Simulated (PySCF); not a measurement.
**PrCl3(NH3): other functionals and bases at one geometry**

An exercise on one series of results from a longer session: the logs are not shown, and one member is left open.

Program: PySCF 2.14.0. Level of theory: several levels, as the steps say, no spin–orbit coupling. These are calculated values, not measurements.

1 further run of the same task is left out (for a known fault of the program).

## Where the work starts

8 atoms, charge 0, spin multiplicity 1.

Bond lengths: Pr1–Cl2 2.589 Å, Pr1–Cl3 2.589 Å, Pr1–Cl4 2.589 Å, Pr1–N5 2.583 Å, N5–H6 1.022 Å, N5–H7 1.022 Å, N5–H8 1.022 Å. Angles: Cl2–Pr1–Cl3 119.6°, Cl2–Pr1–Cl4 119.6°, Cl2–Pr1–N5 93.4°, Cl3–Pr1–Cl4 119.6°, Cl3–Pr1–N5 93.4°, Cl4–Pr1–N5 93.4°, Pr1–N5–H6 112.3°, Pr1–N5–H7 112.3°, Pr1–N5–H8 112.3°, H6–N5–H7 106.5°, H6–N5–H8 106.5°, H7–N5–H8 106.5°.

Geometry (Å):

```
Pr    0.0480   -0.0480    0.0480
Cl    1.1923    1.9735    1.1923
Cl   -1.9735   -1.1923    1.1923
Cl    1.1923   -1.1923   -1.9735
N    -1.4430    1.4430   -1.4430
H    -2.0531    2.0531   -0.8946
H    -0.8946    2.0531   -2.0531
H    -2.0531    0.8946   -2.0531
```

Formal oxidation states: Pr +3. Each metal's 2 4f electrons lie in its core potential, so multiplicities, spins and levels count the valence alone. An earlier session relaxed this geometry at PBE0, Pr lcecp-1-SVP with ECP48, Cl def2-SVP, N def2-SVP, H def2-SVP (singlet, point group C3v).

At PBE0 on the finer grid: E = -1469.349999 Eh, HOMO -8.35 eV, LUMO -1.20 eV, Mulliken charge on Pr1 +0.89 e, largest force component 0.002 eV/Å. 

Levels to run: revPBE; wB97X; PBE0, TZVP. Hardware: 2 threads of Arm Neoverse V2, shared host.

Set-up of the first run:

Contents of run.py (the lines that set the calculation):

```python
mol = gto.M(atom='''
Pr     0.04800    -0.04800     0.04800
Cl     1.19233     1.97347     1.19233
Cl    -1.97347    -1.19233     1.19233
Cl     1.19233    -1.19233    -1.97347
N     -1.44302     1.44302    -1.44302
H     -2.05310     2.05310    -0.89462
H     -0.89462     2.05310    -2.05310
H     -2.05310     0.89462    -2.05310''',
    basis={'Pr': 'lcecp-1-SVP', 'Cl': 'def2-SVP', 'N': 'def2-SVP', 'H': 'def2-SVP'},
    ecp={'Pr': 'lcecp-1-SVP'},
    charge=0, spin=0)
mf = dft.RKS(mol, xc='PBE_R,PBE')
mf.grids.atom_grid = (75, 302)  # f atoms: unpruned, at least (60, 302)
mf = mf.density_fit()  # fitting sets: Pr AutoAux, Cl def2-universal-JKFIT, N def2-universal-JKFIT, H def2-universal-JKFIT
mf.conv_tol = 1e-08; mf.max_cycle = 55
mf.kernel(dm0)  # dm0: the density of the relaxed state
```

Launch:

```sh
$ OMP_NUM_THREADS=2 python run.py
```

Among the steps run: revPBE; wB97X; PBE0, TZVP.

One of the session's tables, all rows but one given; the rest of the session is left out.

```
              level  HOMO (eV)  gap (eV)  charge on Pr1 (e)  dipole (D)  largest force component (eV/Å)
PBE0 (relaxed here)      -8.35      7.15               0.89        4.94                            0.00
             revPBE      -6.90      5.15               0.75        4.90                            0.23
              wB97X     -10.71     11.21               0.90        4.92                            0.07
         PBE0, TZVP          ?         ?                  ?           ?                               ?
```

**Question.** Estimate the row for PBE0, TZVP.

**Answer.** HOMO (eV): -8.50; gap (eV): 7.19; charge on Pr1 (e): 1.40; dipole (D): 4.84; largest force component (eV/Å): 0.22. In the column «HOMO (eV)» it lies between wB97X (-10.71) and PBE0 (relaxed here) (-8.35).

In one basis the HOMO–LUMO gap runs from 5.15 eV (revPBE) to 11.21 eV (wB97X). The largest leftover force, 0.23 eV/Å with revPBE, stands at a geometry relaxed at another level. With 4f in the core, its levels are missing from HOMO and gap, and its count is fixed, so no charge can pass from the ligands into it. Total energies of different levels can't be compared.
